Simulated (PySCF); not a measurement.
# TlI3(H2O): other functionals and bases at one geometry

How far do other levels of theory move the description of TlI3(H2O), and what does each cost? The species was built from a template and needn't be a known compound.

Program: PySCF 2.14.0. Level of theory: several levels, as the steps say, no spin–orbit coupling. These are calculated values, not measurements.

1 further run of the same task is left out (for a known fault of the program).

### Step 1. The system as given

7 atoms, charge 0, spin multiplicity 1.

Bond lengths: Tl1–I2 2.733 Å, Tl1–I3 2.757 Å, Tl1–I4 2.733 Å, Tl1–O5 2.517 Å, O5–H6 0.967 Å, O5–H7 0.967 Å. Angles: I2–Tl1–I3 117.7°, I2–Tl1–I4 122.3°, I2–Tl1–O5 97.7°, I3–Tl1–I4 117.7°, I3–Tl1–O5 89.5°, I4–Tl1–O5 97.7°, Tl1–O5–H6 109.6°, Tl1–O5–H7 109.6°, H6–O5–H7 104.8°.

Coordinates:

```tsv
atom	x (Å)	y (Å)	z (Å)
Tl1	0.0260	0.1577	-0.1577
I2	1.2807	2.1360	1.2492
I3	-2.2730	-0.9183	0.9183
I4	1.2807	-1.2492	-2.1360
O5	-1.3828	1.6327	-1.6327
H6	-1.9727	2.1692	-1.0857
H7	-1.9727	1.0857	-2.1692
```

Formal oxidation states: Tl +3. An earlier session relaxed this geometry at PBE0, Tl def2-SVP with ECP60, I def2-SVP with ECP28, O def2-SVP, H def2-SVP (singlet, point group Cs).

At PBE0 on the finer grid: E = -1142.080387 Eh, HOMO -7.53 eV, LUMO -3.61 eV, Mulliken charge on Tl1 +0.41 e, largest force component 0.014 eV/Å. 

Levels to run: BP86; M06-L. Hardware: 2 threads of Arm Neoverse V2, shared host.

### Step 2. BP86

File run.py (the lines that set the calculation):

```python
mol = gto.M(atom='''
Tl     0.02601     0.15773    -0.15773
I      1.28073     2.13597     1.24923
I     -2.27296    -0.91829     0.91829
I      1.28073    -1.24923    -2.13597
O     -1.38283     1.63271    -1.63271
H     -1.97269     2.16924    -1.08567
H     -1.97269     1.08567    -2.16924''',
    basis={'Tl': 'def2-SVP', 'I': 'def2-SVP', 'O': 'def2-SVP', 'H': 'def2-SVP'},
    ecp={'Tl': 'def2-SVP', 'I': 'def2-SVP'},
    charge=0, spin=0)
mf = dft.RKS(mol, xc='B88,P86')
mf.grids.atom_grid = (75, 302)
mf = mf.density_fit()  # fitting sets: Tl def2-universal-JKFIT, I def2-universal-JKFIT, O def2-universal-JKFIT, H def2-universal-JKFIT
mf.conv_tol = 1e-08; mf.max_cycle = 55
mf.kernel(dm0)  # dm0: the density of the relaxed state
```

Command:

```bash
$ OMP_NUM_THREADS=2 python run.py
```

Output:

```text
init E= -1142.66605617772
  HOMO = -0.237798193725939  LUMO = -0.161077342023273  gap/eV = 2.08768
cycle= 1 E= -1142.67055570702  delta_E= -0.0045  |g|= 0.0335  |ddm|= 0.443
  HOMO = -0.237087690423999  LUMO = -0.156963068611947  gap/eV = 2.18030
cycle= 2 E= -1142.66970298364  delta_E= 0.000853  |g|= 0.0593  |ddm|= 0.139
  HOMO = -0.2370750646134  LUMO = -0.159036171255948  gap/eV = 2.12355
cycle= 3 E= -1142.67088521919  delta_E= -0.00118  |g|= 0.00572  |ddm|= 0.0978
  HOMO = -0.237147466228151  LUMO = -0.158923173664093  gap/eV = 2.12859
cycle= 4 E= -1142.67089233964  delta_E= -7.12e-06  |g|= 0.00255  |ddm|= 0.0116
  HOMO = -0.237182374600675  LUMO = -0.159018931114229  gap/eV = 2.12694
cycle= 5 E= -1142.67089378902  delta_E= -1.45e-06  |g|= 0.000624  |ddm|= 0.00376
  HOMO = -0.237203800464093  LUMO = -0.159042106495853  gap/eV = 2.12689
cycle= 6 E= -1142.67089389474  delta_E= -1.06e-07  |g|= 5.91e-05  |ddm|= 0.000908
  HOMO = -0.237200489440329  LUMO = -0.159035795077411  gap/eV = 2.12697
cycle= 7 E= -1142.67089389569  delta_E= -9.52e-10  |g|= 2.46e-05  |ddm|= 0.000147
  HOMO = -0.237198522988789  LUMO = -0.159035088684771  gap/eV = 2.12694
Extra cycle  E= -1142.67089389471  delta_E= 9.8e-10  |g|= 5.13e-05  |ddm|= 0.00017
converged SCF energy = -1142.67089389471
```

It took 10 s on 2 threads of Arm Neoverse V2, shared host.

Read off: E = -1142.670894 Eh, HOMO -6.45 eV, LUMO -4.33 eV, Mulliken charge on Tl1 +0.29 e, largest force component 0.707 eV/Å. 

### Step 3. M06-L

run.py (the lines that set the calculation), as its differences from that of step 2:

```diff
@@ -11,3 +11,3 @@
     charge=0, spin=0)
-mf = dft.RKS(mol, xc='B88,P86')
+mf = dft.RKS(mol, xc='M06L')
 mf.grids.atom_grid = (75, 302)
```

Command:

```bash
$ OMP_NUM_THREADS=2 python run.py
```

Output:

```text
init E= -1142.72331981517
  HOMO = -0.228467512405383  LUMO = -0.137664255605571  gap/eV = 2.47088
cycle= 1 E= -1142.72644210843  delta_E= -0.00312  |g|= 0.0596  |ddm|= 0.328
  HOMO = -0.24024446559616  LUMO = -0.14362850372715  gap/eV = 2.62905
cycle= 2 E= -1142.72489123807  delta_E= 0.00155  |g|= 0.0909  |ddm|= 0.27
  HOMO = -0.23695268777028  LUMO = -0.144841422689822  gap/eV = 2.50648
cycle= 3 E= -1142.72750646658  delta_E= -0.00262  |g|= 0.015  |ddm|= 0.171
  HOMO = -0.235814660895977  LUMO = -0.14329354146053  gap/eV = 2.51763
cycle= 4 E= -1142.72758606741  delta_E= -7.96e-05  |g|= 0.00112  |ddm|= 0.0259
  HOMO = -0.235704032162044  LUMO = -0.143199929374081  gap/eV = 2.51716
cycle= 5 E= -1142.72758633305  delta_E= -2.66e-07  |g|= 0.000542  |ddm|= 0.00164
  HOMO = -0.235711877510775  LUMO = -0.143215062326323  gap/eV = 2.51697
cycle= 6 E= -1142.72758639087  delta_E= -5.78e-08  |g|= 0.0001  |ddm|= 0.000531
  HOMO = -0.235711421210852  LUMO = -0.143215941112047  gap/eV = 2.51693
cycle= 7 E= -1142.72758639325  delta_E= -2.38e-09  |g|= 2.42e-05  |ddm|= 0.000145
  HOMO = -0.235713727718489  LUMO = -0.143217336096221  gap/eV = 2.51696
Extra cycle  E= -1142.72758639297  delta_E= 2.78e-10  |g|= 3.43e-05  |ddm|= 0.000112
converged SCF energy = -1142.72758639297
```

Run time: 13 s. Hardware: 2 threads of Arm Neoverse V2, shared host.

It gives: E = -1142.727586 Eh, HOMO -6.41 eV, LUMO -3.90 eV, Mulliken charge on Tl1 +0.48 e, largest force component 0.387 eV/Å. 

### Step 4. Results

| level | state | HOMO (eV) | gap (eV) | charge on Tl1 (e) | dipole (D) | largest force (eV/Å) | basis functions | time |
| --- | --- | --- | --- | --- | --- | --- | --- | --- |
| PBE0 (relaxed here) | singlet | -7.53 | 3.92 | 0.41 | 3.62 | 0.01 | 128 | 30 s |
| BP86 | singlet | -6.45 | 2.13 | 0.29 | 3.65 | 0.71 | 128 | 10 s |
| M06-L | singlet | -6.41 | 2.52 | 0.48 | 3.56 | 0.39 | 128 | 13 s |

Times are on 2 threads of Arm Neoverse V2, shared host; the first row also made further properties.

In one basis the HOMO–LUMO gap runs from 2.13 eV (BP86) to 3.92 eV (PBE0). The largest leftover force, 0.71 eV/Å with BP86, stands at a geometry relaxed at another level. The Mulliken charge on Tl spans +0.29 to +0.48 e over the levels. Total energies of different levels can't be compared. Spin–orbit coupling is left out throughout.
